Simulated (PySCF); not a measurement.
# F6Sb: the cost of one run

Computed with PySCF 2.14.0 and routines of our own; the level stands in each step. Atoms count from 0.

## 1. The starting structure

7 atoms, charge -1, multiplicity 1; geometry from: GFN2-xTB.

## 2. Optimising the geometry at PBE0-D3(BJ)/def2-SVP

Job settings and geometry (Å):

```
{"job": {"xc": "PBE0", "basis": "def2-SVP", "d3": "d3bj", "grid": 1, "maxiter": 30, "shake": 0.01, "kind": "geom"}, "charge": -1, "multiplicity": 1}
F     -0.168560     1.855410     0.327130
Sb    -0.004700    -0.004160    -0.006220
F      1.040670    -0.170440     1.576660
F     -1.557580    -0.332990     1.008630
F      0.190950    -1.888480    -0.333800
F     -1.063710     0.169770    -1.595330
F      1.596890     0.341810    -1.026990
```

Run with:

```
$ OMP_NUM_THREADS=2 python heavy_run.py task.json out
```

One launch serves the whole session: the jobs run in the order shown.

Q: Estimate the wall time and peak memory of this first job on 2 threads of Arm Neoverse V1, shared host.

About 35 s, with a peak of 0.46 GiB.
